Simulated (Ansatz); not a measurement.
**AlGeH₁₁O₃Si₂ (built from SMILES [GeH4].[OH][Al]([O][SiH3])[O][SiH3]): a reaction path by the nudged elastic band**

Aim: the minimum-energy path between two given structures and its highest point. Both ends were relaxed at PBE0-D4 in triple zeta.

Computed with Ansatz 0.2.0, Gaussian basis. Level: PBE0-D4/def2-SVP.

23 further runs of the same task are left out: 1 that didn't finish, 22 set aside as unsound or not needed.

### Step 1. Where the work starts

The first end: 18 atoms, charge 0, spin multiplicity 1.

Atoms are counted from 1 here; the program's logs count them from 0.

Bond lengths: Ge1–H2 1.527 Å, Ge1–H10 1.566 Å, Ge1–H11 1.533 Å, Ge1–H12 1.525 Å, H3–O4 0.956 Å, O4–Al5 1.698 Å, Al5–O6 1.683 Å, Al5–O8 1.680 Å, O6–Si7 1.621 Å, Si7–H13 1.487 Å, Si7–H14 1.489 Å, Si7–H15 1.488 Å, O8–Si9 1.618 Å, Si9–H16 1.491 Å, Si9–H17 1.488 Å, Si9–H18 1.487 Å. Angles: H2–Ge1–H10 107.1°, H2–Ge1–H11 111.6°, H2–Ge1–H12 113.1°, H10–Ge1–H11 103.7°, H10–Ge1–H12 109.0°, H11–Ge1–H12 111.8°, H3–O4–Al5 121.5°, O4–Al5–O6 120.1°, O4–Al5–O8 117.8°, O6–Al5–O8 120.1°, Al5–O6–Si7 159.1°, O6–Si7–H13 109.7°, O6–Si7–H14 110.4°, O6–Si7–H15 111.1°, H13–Si7–H14 108.5°, H13–Si7–H15 108.6°, H14–Si7–H15 108.5°, Al5–O8–Si9 162.4° and more.

Coordinates:

```xyz
18
AlGeH11O3Si2
Ge   -1.8901   -0.2783   -1.8572
H    -1.9023    0.8622   -2.8727
H     1.3811    1.4220   -2.2414
O     1.2080    0.5579   -1.8719
Al    0.7582    0.3619   -0.2466
O     0.6206    1.7052    0.7583
Si    0.3497    2.5684    2.1031
O     0.8701   -1.1776    0.4164
Si    0.8727   -2.7868    0.5879
H    -1.2538    0.2830   -0.5409
H    -3.3100   -0.6728   -1.4349
H    -1.0826   -1.4853   -2.3222
H     0.8441    3.9585    1.9150
H    -1.1090    2.6224    2.3991
H     1.0465    1.9698    3.2740
H    -0.4083   -3.3591    0.0829
H     1.9923   -3.4044   -0.1724
H     1.0129   -3.1469    2.0236
```

The second end:

```tsv
atom	x (Å)	y (Å)	z (Å)
Ge1	-1.5262	-0.9513	-2.3754
H2	-1.2517	3.3458	-1.3955
H3	-1.1604	2.6036	-1.3900
O4	-0.7337	0.0281	-1.1361
Al5	0.1926	-0.0956	0.2530
O6	0.6810	1.2861	1.0535
Si7	0.9299	2.8285	1.4953
O8	0.6370	-1.5916	0.8522
Si9	1.0154	-3.0880	1.3476
H10	-1.3616	-2.4414	-2.0236
H11	-3.0094	-0.5516	-2.3917
H12	-0.8511	-0.6282	-3.7174
H13	1.5955	3.5826	0.3996
H14	-0.3623	3.4905	1.8182
H15	1.8013	2.8671	2.6993
H16	0.4695	-4.0988	0.4015
H17	2.4925	-3.2463	1.4132
H18	0.4418	-3.3396	2.6962
```

### Step 2. The band at PBE0-D4/def2-SVP

File neb/in.yaml:

```yaml
crystal:
  periodic: [false, false, false]
  atoms:
    - {symbol: Ge, position_ang: [-1.890056, -0.278323, -1.857153]}
    - {symbol: H, position_ang: [-1.902288, 0.862194, -2.872711]}
    - {symbol: H, position_ang: [1.381099, 1.422003, -2.241399]}
    - {symbol: O, position_ang: [1.207952, 0.557911, -1.871944]}
    - {symbol: Al, position_ang: [0.758202, 0.361863, -0.246648]}
    - {symbol: O, position_ang: [0.620622, 1.705182, 0.758278]}
    - {symbol: Si, position_ang: [0.349678, 2.568411, 2.103124]}
    - {symbol: O, position_ang: [0.870107, -1.177641, 0.416408]}
    - {symbol: Si, position_ang: [0.872693, -2.786825, 0.587874]}
    - {symbol: H, position_ang: [-1.253770, 0.283029, -0.540947]}
    - {symbol: H, position_ang: [-3.309965, -0.672843, -1.434925]}
    - {symbol: H, position_ang: [-1.082598, -1.485305, -2.322236]}
    - {symbol: H, position_ang: [0.844117, 3.958542, 1.915038]}
    - {symbol: H, position_ang: [-1.108963, 2.622427, 2.399081]}
    - {symbol: H, position_ang: [1.046494, 1.969846, 3.273978]}
    - {symbol: H, position_ang: [-0.408269, -3.359111, 0.082929]}
    - {symbol: H, position_ang: [1.992289, -3.404385, -0.172360]}
    - {symbol: H, position_ang: [1.012860, -3.146875, 2.023617]}
basis:
  gaussian: {orbitals: def2-SVP}
hamiltonian: {xc: pbe0, dispersion: d4}
neb:
  images: 5
  climbing: true
  max_iterations: 40
  initial_path: idpp
  final_atoms:
    - {symbol: Ge, position_ang: [-1.526152, -0.951322, -2.375422]}
    - {symbol: H, position_ang: [-1.251665, 3.345793, -1.395509]}
    - {symbol: H, position_ang: [-1.160379, 2.603594, -1.389962]}
    - {symbol: O, position_ang: [-0.733716, 0.028140, -1.136059]}
    - {symbol: Al, position_ang: [0.192625, -0.095631, 0.252950]}
    - {symbol: O, position_ang: [0.680984, 1.286141, 1.053534]}
    - {symbol: Si, position_ang: [0.929915, 2.828532, 1.495342]}
    - {symbol: O, position_ang: [0.637028, -1.591643, 0.852192]}
    - {symbol: Si, position_ang: [1.015420, -3.088013, 1.347597]}
    - {symbol: H, position_ang: [-1.361586, -2.441368, -2.023605]}
    - {symbol: H, position_ang: [-3.009412, -0.551616, -2.391727]}
    - {symbol: H, position_ang: [-0.851146, -0.628171, -3.717450]}
    - {symbol: H, position_ang: [1.595461, 3.582645, 0.399590]}
    - {symbol: H, position_ang: [-0.362255, 3.490465, 1.818200]}
    - {symbol: H, position_ang: [1.801289, 2.867118, 2.699341]}
    - {symbol: H, position_ang: [0.469467, -4.098753, 0.401514]}
    - {symbol: H, position_ang: [2.492482, -3.246251, 1.413237]}
    - {symbol: H, position_ang: [0.441843, -3.339558, 2.696236]}
```

Launch:

```
> ansatz run in.yaml --threads 4 --pin off --events-out ev --progress --plain --max-ram 66560MiB --backend cpu
```

The log of the run:

```text
Functional definition: PBE0
  name "PBE0"
  cite "Adamo & Barone, J. Chem. Phys. 110, 6158 (1999) doi:10.1063/1.478522"
  cite "Perdew, Burke & Ernzerhof, Phys. Rev. Lett. 77, 3865 (1996) doi:10.1103/PhysRevLett.77.3865"
  parent pbe
  parameter a = 0.25
  parameter kappa = 0.804
  parameter beta = 0.06672455060314922
  exchange = (1 - a)*pbe_x(kappa = kappa, mu = beta*pi^2/3) + a*exact_x
  correlation = pbe_c(beta = beta)
1875 factors; integrals over basis functions are off by at most 5.5e-4 eV
mean field evaluation 1: about -85141.5828 eV, gradient 8.5e1 eV
mean field evaluation 2: about -85116.7708 eV, gradient 1.4e2 eV
mean field evaluation 4: about -85153.9499 eV, gradient 4.8e0 eV
mean field evaluation 8: about -85154.0007 eV, gradient 6.2e-2 eV
mean field -85154.00070972 eV, -3129.3518066273 hartree, gradient 5.9e-5 eV, S^2 0.000000; 0 other end points of the search recorded, 0 dependent functions left out
the calculation of the forces begins
reference -85154.00075346 eV, -3129.3518082349 hartree; 54, 54 occupied and 129, 129 virtual orbitals, 1875 factors
[... from here to the last solve, the lines of the solves are left out (202 solves) ...]
WARN: NEB end point (image 0): max|allowed force component| = 6.229e-1 eV/Å (the criterion of neb.relax_end_points is 1.000e-2). That is over neb.f_tol: it is no minimum, so the barrier can be far off. Relax it first
WARN: NEB end point (image 6): max|allowed force component| = 6.019e-1 eV/Å (the criterion of neb.relax_end_points is 1.000e-2). That is over neb.f_tol: it is no minimum, so the barrier can be far off. Relax it first
NEB iter   1: max|band force component| = 5.362e0 eV/Å  barrier→ = 7.7174 eV  barrier← = 7.5259 eV  Δτ_max = 0.2000 Å  (199 SCF iters)
NEB iter   2: max|band force component| = 5.240e0 eV/Å  barrier→ = 5.8874 eV  barrier← = 5.6959 eV  Δτ_max = 0.2000 Å  (155 SCF iters)
NEB iter   3: max|band force component| = 1.007e1 eV/Å  barrier→ = 4.1907 eV  barrier← = 3.9992 eV  Δτ_max = 0.1004 Å  (156 SCF iters)
NEB iter   4: max|band force component| = 3.716e0 eV/Å  barrier→ = 3.4401 eV  barrier← = 3.2486 eV  Δτ_max = 0.2000 Å  (141 SCF iters)
NEB iter   5: max|band force component| = 1.025e1 eV/Å  barrier→ = 3.2461 eV  barrier← = 3.0546 eV  Δτ_max = 0.1016 Å  (137 SCF iters)
NEB iter   6: max|band force component| = 2.386e0 eV/Å  barrier→ = 2.2215 eV  barrier← = 2.0300 eV  Δτ_max = 0.2000 Å  (137 SCF iters)
NEB iter   7: max|band force component| = 9.039e-1 eV/Å  barrier→ = 1.5885 eV  barrier← = 1.3970 eV  Δτ_max = 0.2000 Å  (132 SCF iters)
NEB iter   8: max|band force component| = 1.713e0 eV/Å  barrier→ = 1.2058 eV  barrier← = 1.0143 eV  Δτ_max = 0.1009 Å  (131 SCF iters)
NEB iter   9: max|band force component| = 8.715e-1 eV/Å  barrier→ = 0.9298 eV  barrier← = 0.7383 eV  Δτ_max = 0.1034 Å  (128 SCF iters)
NEB iter  10: max|band force component| = 6.531e-1 eV/Å  barrier→ = 0.7575 eV  barrier← = 0.5660 eV  Δτ_max = 0.1018 Å  (128 SCF iters)
NEB iter  11: max|band force component| = 7.501e-1 eV/Å  barrier→ = 0.6899 eV  barrier← = 0.4984 eV  CI = image 3  Δτ_max = 0.1001 Å  (124 SCF iters)
NEB iter  12: max|band force component| = 1.124e0 eV/Å  barrier→ = 0.8092 eV  barrier← = 0.6177 eV  CI = image 3  Δτ_max = 0.2000 Å  (126 SCF iters)
NEB iter  13: max|band force component| = 2.006e0 eV/Å  barrier→ = 1.1502 eV  barrier← = 0.9587 eV  CI = image 3  Δτ_max = 0.2000 Å  (129 SCF iters)
NEB iter  14: max|band force component| = 2.406e0 eV/Å  barrier→ = 1.4653 eV  barrier← = 1.2738 eV  CI = image 3  Δτ_max = 0.2000 Å  (132 SCF iters)
NEB iter  15: max|band force component| = 2.133e0 eV/Å  barrier→ = 1.6770 eV  barrier← = 1.4855 eV  CI = image 3  Δτ_max = 0.2000 Å  (132 SCF iters)
NEB iter  16: max|band force component| = 1.599e0 eV/Å  barrier→ = 1.9231 eV  barrier← = 1.7316 eV  CI = image 3  Δτ_max = 0.1981 Å  (135 SCF iters)
NEB iter  17: max|band force component| = 1.020e0 eV/Å  barrier→ = 2.0576 eV  barrier← = 1.8661 eV  CI = image 3  Δτ_max = 0.2000 Å  (132 SCF iters)
NEB iter  18: max|band force component| = 7.082e-1 eV/Å  barrier→ = 2.0949 eV  barrier← = 1.9034 eV  CI = image 3  Δτ_max = 0.0716 Å  (137 SCF iters)
NEB iter  19: max|band force component| = 5.955e-1 eV/Å  barrier→ = 2.0687 eV  barrier← = 1.8772 eV  CI = image 3  Δτ_max = 0.0650 Å  (135 SCF iters)
NEB iter  20: max|band force component| = 4.308e-1 eV/Å  barrier→ = 2.0496 eV  barrier← = 1.8581 eV  CI = image 3  Δτ_max = 0.0981 Å  (139 SCF iters)
NEB iter  21: max|band force component| = 3.685e-1 eV/Å  barrier→ = 2.0264 eV  barrier← = 1.8349 eV  CI = image 3  Δτ_max = 0.1735 Å  (137 SCF iters)
NEB iter  22: max|band force component| = 3.075e-1 eV/Å  barrier→ = 2.0050 eV  barrier← = 1.8135 eV  CI = image 3  Δτ_max = 0.1643 Å  (132 SCF iters)
NEB iter  23: max|band force component| = 2.624e-1 eV/Å  barrier→ = 1.9979 eV  barrier← = 1.8064 eV  CI = image 3  Δτ_max = 0.0858 Å  (129 SCF iters)
NEB iter  24: max|band force component| = 2.113e-1 eV/Å  barrier→ = 1.9937 eV  barrier← = 1.8022 eV  CI = image 3  Δτ_max = 0.1980 Å  (129 SCF iters)
NEB iter  25: max|band force component| = 3.864e-1 eV/Å  barrier→ = 1.9942 eV  barrier← = 1.8027 eV  CI = image 3  Δτ_max = 0.0769 Å  (130 SCF iters)
NEB iter  26: max|band force component| = 1.657e-1 eV/Å  barrier→ = 1.9885 eV  barrier← = 1.7970 eV  CI = image 3  Δτ_max = 0.1000 Å  (129 SCF iters)
NEB iter  27: max|band force component| = 1.623e-1 eV/Å  barrier→ = 1.9848 eV  barrier← = 1.7933 eV  CI = image 3  Δτ_max = 0.0429 Å  (132 SCF iters)
NEB iter  28: max|band force component| = 8.339e-2 eV/Å  barrier→ = 1.9834 eV  barrier← = 1.7919 eV  CI = image 3  Δτ_max = 0.0328 Å  (126 SCF iters)
NEB iter  29: max|band force component| = 7.257e-2 eV/Å  barrier→ = 1.9818 eV  barrier← = 1.7903 eV  CI = image 3  Δτ_max = 0.0164 Å  (128 SCF iters)
NEB iter  30: max|band force component| = 6.271e-2 eV/Å  barrier→ = 1.9810 eV  barrier← = 1.7895 eV  CI = image 3  Δτ_max = 0.0164 Å  (127 SCF iters)
NEB iter  31: max|band force component| = 6.250e-2 eV/Å  barrier→ = 1.9803 eV  barrier← = 1.7888 eV  CI = image 3  Δτ_max = 0.0164 Å  (130 SCF iters)
1877 factors; integrals over basis functions are off by at most 1.0e-3 eV
mean field -85152.06495194 eV, -3129.2806688413 hartree, gradient 2.2e-6 eV, S^2 0.000000; 0 other end points of the search recorded, 0 dependent functions left out
the calculation of the forces begins
reference -85152.06499814 eV, -3129.2806705391 hartree; 54, 54 occupied and 129, 129 virtual orbitals, 1877 factors
NEB iter  32: max|band force component| = 4.606e-2 eV/Å  barrier→ = 1.9796 eV  barrier← = 1.7881 eV  CI = image 3  CI's point: of a kind that is not told: the force calls were inconclusive, a negative curvature could not be distinguished from the path's own, the only one lies far off the path, or fixed occupations may fill a level only in part  Δτ_max = 0.0000 Å  (1045 SCF iters)
Total energy: -85152.42278337 eV, -3129.2938189035 hartree
Atom 0 at    -1.781510    -0.557931    -2.349418 Å, force     0.017030     0.004736     0.008007 eV/Å
Atom 1 at    -1.698666     1.324469    -2.558629 Å, force    -0.002262     0.002461     0.006444 eV/Å
Atom 2 at    -1.058682     1.201735    -1.678311 Å, force    -0.000987     0.002527    -0.003874 eV/Å
Atom 3 at    -0.638621     0.382363    -0.992398 Å, force    -0.012654     0.015188    -0.012686 eV/Å
Atom 4 at     0.337226     0.174024     0.413786 Å, force    -0.002323    -0.008932     0.000122 eV/Å
Atom 5 at     0.838548     1.544119     1.247217 Å, force    -0.009710     0.021534    -0.014735 eV/Å
Atom 6 at     1.120251     3.071007     1.806518 Å, force     0.005532    -0.015954     0.005825 eV/Å
Atom 7 at     0.764694    -1.369155     0.913865 Å, force     0.003917    -0.018586     0.003048 eV/Å
Atom 8 at     1.047106    -2.975800     1.163127 Å, force    -0.000927     0.015293     0.000164 eV/Å
Atom 9 at    -1.409439    -1.892843    -1.630182 Å, force    -0.000466    -0.003372     0.000374 eV/Å
Atom 10 at    -3.309547    -0.426045    -2.218708 Å, force    -0.000013    -0.005643     0.000907 eV/Å
Atom 11 at    -1.245041    -0.691995    -3.785764 Å, force     0.000405    -0.006613     0.001214 eV/Å
Atom 12 at     1.661966     3.929155     0.709441 Å, force     0.001096     0.001016     0.001690 eV/Å
Atom 13 at    -0.150481     3.674675     2.310296 Å, force     0.001417     0.000363     0.001621 eV/Å
Atom 14 at     2.111686     3.028246     2.921393 Å, force     0.001482    -0.003715     0.000750 eV/Å
Atom 15 at     0.233380    -3.801078     0.220473 Å, force    -0.000370    -0.001400     0.000057 eV/Å
Atom 16 at     2.494034    -3.273958     0.942622 Å, force     0.000111     0.000290     0.000138 eV/Å
Atom 17 at     0.683297    -3.340888     2.564674 Å, force    -0.001276     0.000807     0.000934 eV/Å
Dipole moment:     0.105597    -0.040925     0.153024 e Å
```

Run time: 17 min. Hardware: 4 threads of AMD EPYC 7R13, shared host.

The last band:

```tsv
image	path (Å)	energy (kcal/mol)	Ge1–O4 (Å)	H2–H3 (Å)	Ge1–H2 (Å)	H3–O4 (Å)
0	0.00	0.0	3.21	3.39	1.53	0.96
1	2.55	-0.2	3.03	2.97	1.53	0.96
2	5.09	3.8	3.07	2.64	1.54	0.96
3	7.64	45.7	2.01	1.10	1.90	1.15
4	9.20	4.6	1.77	0.76	3.16	2.25
5	10.76	3.7	1.77	0.76	3.93	2.50
6	12.32	4.4	1.77	0.75	4.42	2.62
```

The highest image, 3:

```xyz
18

Ge   -1.78151   -0.55793   -2.34942
H    -1.69867    1.32447   -2.55863
H    -1.05868    1.20173   -1.67831
O    -0.63862    0.38236   -0.99240
Al    0.33723    0.17402    0.41379
O     0.83855    1.54412    1.24722
Si    1.12025    3.07101    1.80652
O     0.76469   -1.36915    0.91387
Si    1.04711   -2.97580    1.16313
H    -1.40944   -1.89284   -1.63018
H    -3.30955   -0.42605   -2.21871
H    -1.24504   -0.69200   -3.78576
H     1.66197    3.92916    0.70944
H    -0.15048    3.67468    2.31030
H     2.11169    3.02825    2.92139
H     0.23338   -3.80108    0.22047
H     2.49403   -3.27396    0.94262
H     0.68330   -3.34089    2.56467
```

### Step 3. Outcome

```
                                                                       quantity                                                    value
                                                PBE0-D4/def2-SVP, 32 iterations  highest 45.7 kcal/mol (image 3), last end +4.4 kcal/mol
from earlier runs: barrier over the separately found saddle, CCSD(T)/def2-TZVPP                                            50.4 kcal/mol
```

What this shows: The highest image lies 45.7 kcal/mol above the first end, and it climbed, so it estimates the saddle. The ends are not quite minima at this level (largest force component 0.62 eV/Å), so the heights are unreliable: relaxing the first end would lower it and raise the barrier above it. The highest image is 4.8 kcal/mol below the CCSD(T) barrier in triple zeta, which comes from separate runs on the saddle.
